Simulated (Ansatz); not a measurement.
**FH₄O₂Si₂ radical: one species, many methods**

The task here is to estimate one member of a computed series from the others.

Method: functionals in def2-TZVPP, the program's frozen cores in correlated methods; program: Ansatz 0.2.0, Gaussian basis.

Plan: PBE-D4, r2SCAN-D4, PBE0-D4, B3LYP-D4, ωB97X-V, ωB97M-V, B2PLYP; CCSD(T)/def2-TZVPP; MP2/def2-QZVPP; extrapolation to the limit.

### The relaxed structure

The geometry comes from an earlier relaxation with PBE0-D4 in a triple-zeta def2 set; it is a stationary point, not always the lowest conformer.

SMILES `O[SiH](F)O[SiH2]`, 9 atoms, charge 0, spin multiplicity 2.

Atoms are counted from 1 here; the program's logs count them from 0.

Bond lengths: O1–Si2 1.619 Å, O1–H6 0.958 Å, Si2–F3 1.593 Å, Si2–O4 1.620 Å, Si2–H7 1.466 Å, O4–Si5 1.644 Å, Si5–H8 1.492 Å, Si5–H9 1.489 Å. Angles: Si2–O1–H6 120.0°, O1–Si2–F3 110.5°, O1–Si2–O4 111.4°, O1–Si2–H7 107.4°, F3–Si2–O4 107.1°, F3–Si2–H7 108.6°, O4–Si2–H7 111.8°, Si2–O4–Si5 147.8°, O4–Si5–H8 110.0°, O4–Si5–H9 107.5°, H8–Si5–H9 110.7°.

Set-up of the first run:

in.yaml reads:

```yaml
crystal:
  periodic: [false, false, false]
  atoms:
    - {symbol: O, position_ang: [-1.898221, 1.313138, 0.197415]}
    - {symbol: Si, position_ang: [-0.304401, 1.027792, 0.215272]}
    - {symbol: F, position_ang: [0.402788, 1.728891, -1.027761]}
    - {symbol: O, position_ang: [0.013276, -0.557037, 0.111990]}
    - {symbol: Si, position_ang: [0.987477, -1.745684, -0.470593]}
    - {symbol: H, position_ang: [-2.447223, 0.922580, -0.483795]}
    - {symbol: H, position_ang: [0.231507, 1.610823, 1.449489]}
    - {symbol: H, position_ang: [2.418660, -1.359257, -0.302792]}
    - {symbol: H, position_ang: [0.684737, -2.987446, 0.293675]}
basis:
  gaussian: {orbitals: def2-TZVPP}
magnetization: {spin_polarized: true, initial_magnetization: 1}
hamiltonian: {xc: pbe, dispersion: d4}
output: {forces: true, orbitals: {seedname: orbitals}}
```

Launch:

```
$ ansatz run in.yaml --threads 2 --pin off --events-out ev --progress --plain --max-ram 32768MiB --backend cpu
```

Among the steps run: PBE-D4 (GGA); r2SCAN-D4 (meta-GGA); PBE0-D4 (hybrid); B3LYP-D4 (hybrid); ωB97X-V (range-separated); ωB97M-V (range-separated); B2PLYP (double hybrid); CCSD(T) in def2-TZVPP; MP2 in def2-QZVPP.

One of the session's tables, all rows but one given; the rest of the session is left out.

| method | atomisation energy (kcal/mol) |
| --- | --- |
| PBE-D4 | 810.8 |
| r2SCAN-D4 | 811.7 |
| PBE0-D4 | ? |
| B3LYP-D4 | 804.6 |
| ωB97X-V | 811.2 |
| ωB97M-V | 809.3 |
| B2PLYP | 800.0 |
| HF/def2-TZVPP | 595.4 |
| MP2/def2-TZVPP | 810.9 |
| CCSD/def2-TZVPP | 777.0 |
| CCSD(T)/def2-TZVPP | 787.8 |
| MP2/CBS | 836.9 |
| CCSD(T)/CBS | 813.8 |

Q: Estimate the row for PBE0-D4 from the others.

**Answer.** atomisation energy (kcal/mol): 795.1. In the column «atomisation energy (kcal/mol)» it lies between CCSD(T)/def2-TZVPP (787.8) and B2PLYP (800.0).

Caveats from the session: Free atoms (2 O, 2 Si, 1 F, 4 H) were run apart at each level; the atomisation energy is their sum less the molecule, without zero-point or spin-orbit terms.
